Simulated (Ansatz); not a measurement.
CaHN, space group I4mm, a convergence test of the k-point mesh

With Ansatz 0.2.0 through its Python package.

The script reads `POSCAR_cahn`:
```text
CaHN
1.0
  -1.76404072    1.76404072    2.83903411
   1.76404072   -1.76404072    2.83903411
   1.76404072    1.76404072   -2.83903411
Ca H N
1 1 1
Direct
   0.05171591    0.05171591    0.00000000
   0.63993544    0.63993544    0.00000000
   0.45834965    0.45834965    0.00000000
```

Notebook, run cell by cell (the value of a cell's last expression is shown):

In [1]:
```python
from dataclasses import dataclass
import warnings

import ansatz
from ase.io import read
import pandas as pd
```

In [2]:
```python
@dataclass(frozen=True)
class Settings:
    functional: str = "lda"
    smearing: str = "fixed"


settings = Settings()
```

In [3]:
```python
warnings.simplefilter("ignore", ansatz.DeckWarning)
```

In [4]:
```python
atoms = read("POSCAR_cahn", format="vasp")
structure = ansatz.Crystal.from_ase(atoms)

setup = structure.calculation()
setup = setup.scf(algorithm="density_mixing")
setup = setup.eigensolver("davidson").functional(settings.functional)
setup = setup.occupations(settings.smearing)
setup = setup.accuracy("medium").stress()
```

In [5]:
```python
rows = []
for value in [1.0, 0.6, 0.4, 0.3]:
    rep = setup.kpoints(spacing=value).run(threads=1, pin="off").report
    rows.append((value, rep["free_energy_ev"] / len(rep["lattice"]["sites"]), rep["n_iterations"], sum(rep["stress_gpa"][i][i] for i in range(3)) / 3, rep["n_kpoints"]))

table = pd.DataFrame(rows, columns=["spacing (1/A)", "F/atom (eV)", "iterations", "P (GPa)", "k-points"])
table.round(5)
```
Out [5]:
```text
   spacing (1/A)  F/atom (eV)  iterations  P (GPa)  k-points
0            1.0   -721.54407           6 -4.73381         6
1            0.6   -721.55604           6 -4.72435        18
2            0.4   -721.55653           6 -4.72128        40
3            0.3   -721.55655           6 -4.72283        75
```

In [6]:
```python
# differences from the last row
for row in rows[:-1]:
    shift = 1000 * (row[1] - rows[-1][1])
    print(f"{row[0]}: {shift:+.2f} meV/atom" + ("  (within 2 meV)" if abs(shift) < 2 else ""))
```
```text
1.0: +12.48 meV/atom
0.6: +0.50 meV/atom  (within 2 meV)
0.4: +0.02 meV/atom  (within 2 meV)
```

From a spacing of 0.6 (5×5×5) on it stays within 2 meV an atom of the value at a spacing of 0.3 (9×9×9); the first row (a spacing of 1.0 (3×3×3)) is off by 12.5 meV and the last but one by 0.02 meV. The pressure moves from -4.73 to -4.72 GPa.

Pressure is positive in compression. The structure comes from a database of computed cells and needn't be a stable or known phase. Shifts are counted from the finest mesh, which is itself no proven limit. Finished in 8.6 s on 1 thread of Arm Neoverse V1, on a shared host, peak memory 0.44 GiB.

(Lines on the test bed's own set-up are left out of the output.)
